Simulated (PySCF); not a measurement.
# C7H12O2: magnetic properties

Wanted: magnetic properties for C7H12O2 (`C=CCC(=O)OCCC`).

Programs: PySCF 2.14.0, with routines of our own; each step states its level. All values are computed. Atoms count from 0.

## 1. The system as given

21 atoms, charge 0, multiplicity 1; geometry from: GFN2-xTB.

## 2. Magnetic properties: GIAO B3LYP/pcSseg-1

The job: settings as JSON, then the geometry in Å.

```
{"job": {"kind": "mag", "xc": "B3LYP", "basis": "pcSseg-1", "isotopologues": 0}, "charge": 0, "multiplicity": 1}
C      3.890561     0.670470     0.367736
C      3.122204    -0.372841     0.614802
C      2.075131    -0.886215    -0.328960
C      0.716080    -0.676191     0.312421
O      0.276268    -1.324787     1.223757
O      0.088233     0.357764    -0.251064
C     -1.202179     0.699827     0.256133
C     -2.297555    -0.139228    -0.397564
C     -3.679361     0.315772     0.051259
H      4.626771     1.013319     1.073965
H      3.820941     1.220782    -0.556289
H      3.195497    -0.910782     1.550002
H      2.214731    -1.957378    -0.486260
H      2.111878    -0.353215    -1.277916
H     -1.331119     1.759144     0.023095
H     -1.211440     0.552940     1.341259
H     -2.207757    -0.050968    -1.482581
H     -2.144585    -1.185869    -0.127198
H     -4.446436    -0.296257    -0.415807
H     -3.850428     1.353518    -0.226447
H     -3.776352     0.227134     1.130563
```

With the program's defaults for keys left out, this is: GIAO B3LYP/pcSseg-1 magnetisability, rotational g tensor and spin-rotation constants, non-relativistic, gas phase.

On the command line:

```sh
$ OMP_NUM_THREADS=1 python excited_run.py task.json out
```

The driver reads the jobs from task.json and runs them one after another.

What it wrote:

```text
coarse grid: 17216 points
cycle   1  E = -424.0843603671  dE =  1.170e+00  |g| = 1.010e+00  |ddm| = 3.963e+00
cycle   2  E = -423.6654168602  dE =  4.189e-01  |g| = 1.808e+00  |ddm| = 1.866e+00
cycle   3  E = -424.2567870121  dE = -5.914e-01  |g| = 3.528e-01  |ddm| = 1.380e+00
cycle   4  E = -424.2800533311  dE = -2.327e-02  |g| = 1.015e-01  |ddm| = 2.918e-01
cycle   5  E = -424.2814789508  dE = -1.426e-03  |g| = 3.813e-02  |ddm| = 7.021e-02
cycle   6  E = -424.2817832701  dE = -3.043e-04  |g| = 7.256e-03  |ddm| = 2.906e-02
cycle   7  E = -424.2817927937  dE = -9.524e-06  |g| = 3.146e-03  |ddm| = 6.919e-03
final grid: 165336 points
cycle   8  E = -424.3761001063  dE = -4.704e-05  |g| = 1.002e-02  |ddm| = 2.940e-02
cycle   9  E = -424.3760621930  dE =  3.791e-05  |g| = 1.622e-02  |ddm| = 1.847e-02
cycle  10  E = -424.3761231825  dE = -6.099e-05  |g| = 2.310e-03  |ddm| = 1.189e-02
cycle  11  E = -424.3761243406  dE = -1.158e-06  |g| = 3.813e-04  |ddm| = 1.641e-03
cycle  12  E = -424.3761243559  dE = -1.529e-08  |g| = 2.568e-04  |ddm| = 3.980e-04
cycle  13  E = -424.3761243678  dE = -1.183e-08  |g| = 5.288e-05  |ddm| = 1.901e-04
cycle  14  E = -424.3761243684  dE = -6.166e-10  |g| = 1.252e-05  |ddm| = 5.427e-05
converged SCF energy = -424.3761243684

Magnetisability tensor (1e-30 J/T^2)
    -1441.43       33.72       26.05
       33.72    -1320.45     -141.36
       26.05     -141.36    -1269.59
isotropic -1343.82   principal values   -1482.64  -1397.44  -1151.38
isotropic susceptibility -80.927 1e-6 cm^3/mol

Inertial axes            a          b          c
rot. const./GHz      4.6654     0.6764     0.6397
chi total           -86.706    -72.783    -83.292
chi diamagnetic    -384.876  -1958.118  -2053.146
chi paramagnetic    298.170   1885.335   1969.854
quadrupole/D A        6.218     -5.730     -0.489
g nuclear            0.6227     0.5924     0.5879
g electronic        -0.6535    -0.5991    -0.5920
g total             -0.0308    -0.0067    -0.0041

Spin-rotation constants (kHz, H = +C I.J)
atom  isotope        aa         bb         cc
  9     1H       -0.051     -0.073     -0.006
 10     1H       -0.487      0.013     -0.027
 11     1H       -0.440      0.008     -0.018
 12     1H       -0.456     -0.006     -0.041
 13     1H       -0.503     -0.013     -0.028
 14     1H       -0.476      0.031     -0.067
 15     1H       -0.436     -0.046      0.015
 16     1H       -0.506     -0.059      0.001
 17     1H       -0.452      0.016     -0.071
 18     1H       -0.203     -0.062     -0.041
 19     1H       -0.475      0.006     -0.074
 20     1H       -0.509     -0.060     -0.005
  0    13C*       1.299      0.207      0.217
  1    13C*       1.399      0.239      0.233
  2    13C*       0.860      0.140      0.125
  3    13C*       2.228      0.269      0.190
  4    17O*      -1.974     -0.391     -0.127
  5    17O*      -1.242     -0.156     -0.136
  6    13C*       0.860      0.181      0.151
  7    13C*       0.749      0.121      0.097
  8    13C*       0.633      0.095      0.090
* in the singly substituted isotopologue
```

Wall time 51 s (1 thread of Arm Neoverse V2, shared host); peak memory 0.96 GiB.

In short:

| quantity | value |
| --- | --- |
| magnetisability | -1344·10⁻³⁰ J/T² |
| molar susceptibility | -80.9·10⁻⁶ cm³/mol |
| rotational g (a, b, c) | -0.0308, -0.0067, -0.0041 |

Orbitals, density, ELF and potential are computed afterwards from the orbital file.

Frontier orbitals at B3LYP/pcSseg-1, with the share of their density that lies nearest to each atom:

| orbital | energy (eV) | lies on |
| --- | --- | --- |
| HOMO | -7.27 | O4 26 %; C0 25 %; C1 20 % |
| LUMO | -0.33 | C0, C1, C3 about 19 % each; O4 12 % |

ELF in a plane through or near 9 of the atoms.

Ten even steps from '0' (0.00) to '9' (1.00):
```
0000000000000000000000000000
0000000000000000000000000000
0000000000000000000000000000
0000000000000001310000000000
0000000000000008980001000000
0000111211000009992069810000
0002556642003309991099950000
0002673552006736970199940000
0001552352006873272389710000
0001367853115576595824640000
0001578678574861445869995000
0000567586393520286549997000
0000244355486510599608994000
0000000059833310699602760000
0000000099910000299400000000
0000000089900000022000000000
0000000026400000000000000000
0000000000000000000000000000
0000000000000000000000000000
0000000000000000000000000000
```
The map spans 14.4 Å across and 9.0 Å up, centred on the molecule. Atoms in the plane (x, y in Å): C0 (-3.9, 0.8), C2 (-2.1, -0.8), O5 (-0.1, 0.3), C7 (2.3, -0.3), C8 (3.7, 0.2), H14 (1.4, 1.7), H17 (2.1, -1.3), H18 (4.4, -0.5), H19 (3.9, 1.2).

On the surface of density 0.002 e/bohr³ the electrostatic potential runs, from the 1st to the 99th percentile, from -1.63 V near O4 to 0.79 V near H14.

## 3. Magnetic properties: common gauge origin wB97X/STO-3G

The job, as its differences from that of step 2:

```diff
@@ -1,2 +1,2 @@
-{"job": {"kind": "mag", "xc": "B3LYP", "basis": "pcSseg-1", "isotopologues": 0}, "charge": 0, "multiplicity": 1}
+{"job": {"kind": "mag", "xc": "wB97X", "basis": "STO-3G", "gauge": [0, 0, 0], "scf": {"guess": "atom"}}, "charge": 0, "multiplicity": 1}
 C      3.890561     0.670470     0.367736
```

With the program's defaults for keys left out, this is: common gauge origin wB97X/STO-3G magnetisability, rotational g tensor and spin-rotation constants, non-relativistic, gas phase.

What it wrote:

```text
final grid: 165336 points
cycle   1  E = -418.7859479216  dE = -6.068e-01  |g| = 6.986e-01  |ddm| = 6.232e+00
cycle   2  E = -418.7645418692  dE =  2.141e-02  |g| = 8.860e-01  |ddm| = 1.778e+00
cycle   3  E = -418.9527134232  dE = -1.882e-01  |g| = 1.089e-01  |ddm| = 9.660e-01
cycle   4  E = -418.9558204091  dE = -3.107e-03  |g| = 3.769e-02  |ddm| = 1.624e-01
cycle   5  E = -418.9562758916  dE = -4.555e-04  |g| = 6.383e-03  |ddm| = 5.939e-02
cycle   6  E = -418.9562904219  dE = -1.453e-05  |g| = 2.423e-03  |ddm| = 1.116e-02
cycle   7  E = -418.9562928790  dE = -2.457e-06  |g| = 8.444e-04  |ddm| = 4.619e-03
cycle   8  E = -418.9562931640  dE = -2.850e-07  |g| = 2.502e-04  |ddm| = 1.596e-03
cycle   9  E = -418.9562931889  dE = -2.493e-08  |g| = 3.702e-05  |ddm| = 5.176e-04
cycle  10  E = -418.9562931897  dE = -7.586e-10  |g| = 9.513e-06  |ddm| = 9.751e-05
converged SCF energy = -418.9562931897

Magnetisability tensor (1e-30 J/T^2)
    -5116.12    -1129.01     1208.02
    -1129.01   -24057.08      608.00
     1208.02      608.00   -25522.47
isotropic -18231.89   principal values  -25854.37 -23858.95  -4982.35
isotropic susceptibility -1097.950 1e-6 cm^3/mol

Inertial axes            a          b          c
rot. const./GHz      4.6654     0.6764     0.6397
chi total          -300.104  -1495.848  -1497.898
chi diamagnetic    -375.463  -1951.254  -2045.692
chi paramagnetic     75.360    455.406    547.794
quadrupole/D A        3.667     -3.953      0.286
g nuclear            0.6227     0.5924     0.5879
g electronic        -0.1652    -0.1447    -0.1646
g total              0.4575     0.4477     0.4233

Spin-rotation constants (kHz, H = +C I.J)
atom  isotope        aa         bb         cc
  9     1H        0.239      0.877      0.700
 10     1H        0.427     -0.218      0.096
 11     1H       -0.712      0.076     -0.100
 12     1H        0.397     -0.088     -0.129
 13     1H       -0.557     -0.294     -0.448
 14     1H        0.537     -0.258     -0.132
 15     1H       -1.232     -0.383     -0.541
 16     1H       -0.144     -0.220     -0.247
 17     1H       -1.081     -0.442     -0.514
 18     1H       -0.749      0.775      0.755
 19     1H       -0.208      0.323      0.307
 20     1H       -0.595      0.071      0.037
  0    13C*       0.937      0.246      0.244
  1    13C*       0.598      0.076      0.054
  2    13C*       0.429     -0.021     -0.033
  3    13C*       0.608     -0.057     -0.134
  4    17O*      -2.494     -0.311     -0.118
  5    17O*      -1.169     -0.056     -0.060
  6    13C*       0.440     -0.012     -0.025
  7    13C*       0.416     -0.019     -0.024
  8    13C*       0.496      0.142      0.139
* in the singly substituted isotopologue
```

Wall time 4.7 s (1 thread of Arm Neoverse V2, shared host); peak memory 0.49 GiB.

It converged, yet the result is unsound: a common gauge origin replaces GIAOs, so the magnetic properties depend on where the origin lies; the basis STO-3G is minimal.

## 4. What came out

```
                                            quantity                               value
       magnetisability (step 2, GIAO B3LYP/pcSseg-1)                    -1344·10⁻³⁰ J/T²
  molar susceptibility (step 2, GIAO B3LYP/pcSseg-1)                  -80.9·10⁻⁶ cm³/mol
rotational g (a, b, c) (step 2, GIAO B3LYP/pcSseg-1)           -0.0308, -0.0067, -0.0041
               surface potential, 1st and 99th percentile                  -1.63 V and 0.79 V
                                                runs  0 failed, 1 ended on unsound input
```

What this shows: At B3LYP/pcSseg-1, counted by nearest atom on the grid, the HOMO lies on O4 26 %; C0 25 %, the LUMO on C0, C1, C3 about 19 % each; O4 12 %. Vibrational averaging and real surroundings are missing from these values.
